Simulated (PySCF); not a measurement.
# RuOBr: structure of the doublet

Aim: relax RuOBr as a doublet from a bent start, check by its vibrations whether the end is a minimum, and collect its spectrum and constants.

Program: PySCF 2.14.0. Level of theory: PBE0, basis Ru def2-TZVP with ECP28, O def2-TZVP, Br def2-TZVP, scalar-relativistic core potentials, no spin–orbit coupling, density fitting. These are calculated values, not measurements.

### 1 The starting structure

3 atoms, charge 0, spin multiplicity 2.

Bond lengths: Ru1–O2 1.710 Å, Ru1–Br3 2.390 Å. Angles: O2–Ru1–Br3 110.0°.

Coordinates in bohr (charge 0 multiplicity 2):
```
Ru    0.0000    0.0000    0.0000
O    -2.6469    0.0000    1.8534
Br    3.6997    0.0000    2.5904
```

### 2 The SCF at the typed geometry

One driver script runs all steps and calls PySCF; scf.py shows how it sets up the SCF of each step. The optimiser is the driver's own. After this first run the driver tries any further starts and a stability analysis.

scf.py

```python
from pyscf import gto, scf, dft
mol = gto.M(atom='''
Ru     0.000000     0.000000     0.000000
O     -1.400700     0.000000     0.980800
Br     1.957800     0.000000     1.370800''',
    basis={'Ru': 'def2-TZVP', 'O': 'def2-TZVP', 'Br': 'def2-TZVP'},
    ecp={'Ru': 'def2-TZVP'},
    charge=0, spin=1)
mf = dft.UKS(mol, xc='PBE0')
mf.grids.atom_grid = (50, 194)
aux = {'Ru': 'def2-universal-JKFIT', 'O': 'def2-universal-JKFIT', 'Br': 'def2-universal-JKFIT'}
mf = mf.density_fit(auxbasis=aux)
mf.conv_tol = 1e-08
mf.diis_space = 10
mf.max_cycle = 60
mf.init_guess = 'minao'
mf.verbose = 4
mf.kernel()
```

Command:

```bash
$ OMP_NUM_THREADS=4 python axn.py task.json out
```

The runs that follow: Relaxing the doublet from the bent start; Is it a minimum? Harmonic modes.

**Question.** What will these runs give? Wanted: minimum; geometry; wavenumbers; dipole moment; highest occupied, lowest empty level; polar-tensor charge of Ru1; zero-point energy; atomisation energy; ⟨S²⟩.

The runs gave:

| quantity | value |
| --- | --- |
| minimum | doublet, Cs |
| geometry | Ru–Br 2.335 Å, Ru–O 1.621 Å; Br–Ru–O 135.1° |
| wavenumbers (cm⁻¹) | 127 (a'), 292 (a'), 1032 (a') |
| dipole moment | 1.53 D |
| highest occupied, lowest empty level (either spin) | -7.11, -3.90 eV |
| polar-tensor charge of Ru1 | +1.23 e |
| zero-point energy | 8.7 kJ/mol |
| entropy at 298.15 K | 307.2 J/(mol K) |
| atomisation energy (no zero-point energy) | 745 kJ/mol |
| ⟨S²⟩ | 1.161 |

The bent start keeps its Cs symmetry and ends in a minimum. The determinant is spin-contaminated (⟨S²⟩ = 1.16 against 0.75), so it is no pure spin state. In the infrared the band at 1032 cm⁻¹ (a', stretch) leads. Most of the spin sits on Ru1 (Mulliken spin 0.85, against 1 for the whole molecule). The first SCF alone would have been 34 kJ/mol too high. Only this shape and spin were tried, so other structures or states may lie lower. One determinant may miss the lowest occupation of an open d or f shell.
